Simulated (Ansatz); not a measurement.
# H2SeS (SMILES S[SeH]): functionals against CCSD(T) at one geometry

One table from this session's results is given with a row withheld; the runs are named, their logs left out.

Method: single points in def2-TZVPP; program: Ansatz 0.2.0, Gaussian basis.

Correlated methods freeze the cores. Filled d shells of the heavier atoms are correlated.

## The system as given

4 atoms, charge 0, spin multiplicity 1.

Atoms are counted from 1 here; the program's logs count them from 0.

Bond lengths: S1–Se2 2.153 Å, S1–H3 1.395 Å, Se2–H4 1.505 Å. Angles: Se2–S1–H3 95.5°, S1–Se2–H4 97.9°.

Geometry (Å):

```
S    -0.2865   -0.9488    0.6639
Se   -0.5851    0.5874   -0.8144
H     0.9623   -1.3498    0.1901
H    -0.0565    1.7488   -0.0157
```

Set-up of the first run:

run/in.yaml reads:

```yaml
crystal:
  periodic: [false, false, false]
  atoms:
    - {symbol: S, position_ang: [-0.286500, -0.948800, 0.663900]}
    - {symbol: Se, position_ang: [-0.585100, 0.587400, -0.814400]}
    - {symbol: H, position_ang: [0.962300, -1.349800, 0.190100]}
    - {symbol: H, position_ang: [-0.056500, 1.748800, -0.015700]}
basis:
  gaussian: {orbitals: def2-TZVPP}
correlation: {method: ccsd_t}
output: {forces: true}
```

No record of the launch command was kept for these runs.

Steps of the session up to this table: CCSD(T)/def2-TZVPP; PBE0-D4/def2-TZVPP; wB97M-V/def2-TZVPP; r2SCAN-D4/def2-TZVPP; PBE-D4/def2-TZVPP; revPBE-D4/def2-TZVPP; SPW92/def2-TZVPP.

One table of the session follows, with a row left open; its other results are not shown here.

| method | RMS force component (eV/Å) | angle to CCSD(T) forces (°) | dipole (D) |
| --- | --- | --- | --- |
| CCSD(T) | 0.729 | reference | 1.00 |
| PBE0-D4 | ? | ? | ? |
| wB97M-V | 0.692 | 5.3 | 1.00 |
| r2SCAN-D4 | 0.620 | 4.3 | 1.04 |
| PBE-D4 | 0.552 | 15.6 | 0.99 |
| revPBE-D4 | 0.577 | 18.6 | 0.97 |
| SPW92 | 0.438 | 7.9 | 1.07 |

**Question.** Estimate the row for PBE0-D4.

**Answer.** RMS force component (eV/Å): 0.623; angle to CCSD(T) forces (°): 7.3; dipole (D): 1.04. In the column «RMS force component (eV/Å)» it lies between r2SCAN-D4 (0.620) and wB97M-V (0.692).
